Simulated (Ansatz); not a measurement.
# GdTiF2: the cost of one run

Method: DFT PBE, scalar-relativistic, plane waves, PAW, in Ansatz 0.2.0.

1 further run of the same task is left out (it didn't finish).

## Step 1: The structure to begin with

It takes space group P6/mmm (No. 191, hexagonal). Conventional cell: a = 3.733 Å, b = 3.733 Å, c = 6.365 Å, α = 90.00°, β = 90.00°, γ = 120.00°. Gd (site symmetry 6/mmm) is surrounded by 6 F at 2.16 Å. Around Ti (site symmetry 6/mmm) lie 2 Gd at 3.18 Å. F (site symmetry -6m2) has 3 F at 2.16 Å and 3 Gd at 2.16 Å in its first shell of neighbours.

Structure file:

```
Gd Ti F
1.0
     3.73336    0.00000    0.00000
    -1.86668    3.23318    0.00000
     0.00000    0.00000    6.36490
Gd Ti F
1 1 2
Direct
  0.00000 0.00000 0.50000
  0.00000 0.00000 0.00000
  0.33333 0.66667 0.50000
  0.66667 0.33333 0.50000
```

A structure generator made this guess: random cell by space group and Wyckoff sites (P6/mmm, No. 191). Lengths come from tabulated atomic sizes and are only a guess.

## Step 2: A first look at the guess

Contents of input.yaml:

```yaml
crystal:
  lattice:
    - [3.73335974, 0.0, 0.0]
    - [-1.86667987, 3.23318437, 0.0]
    - [0.0, 0.0, 6.36489548]
  atoms:
    - { symbol: Gd, position: [0.0, 0.0, 0.5], spin: 7.0 }
    - { symbol: Ti, position: [0.0, 0.0, 0.0], spin: 1.0 }
    - { symbol: F, position: [0.33333333, 0.66666667, 0.5] }
    - { symbol: F, position: [0.66666667, 0.33333333, 0.5] }
basis:
  ecutwfc: 420
kpoints:
  mp_grid: { grid: [6, 6, 4] }
hamiltonian:
  xc: pbe
scf:
  occupations: { method: gaussian, width: 0.1 }
  lower_state_search: "off"
output:
  forces: true
  stress: true
  eigenvalues: true
  populations: true
magnetization:
  spin_polarized: true
```

Launch:

```
> ansatz run input.yaml --threads 1 --pin off --max-ram 2560MiB --backend cpu --events-out ev --progress --plain --runs-dir out
```

**Question.** How long does this run take on 1 thread of Intel Xeon at 2.50GHz (Skylake/Cascade Lake), shared host, and how much memory does it need?

About 23 s, with a peak of 0.44 GiB.
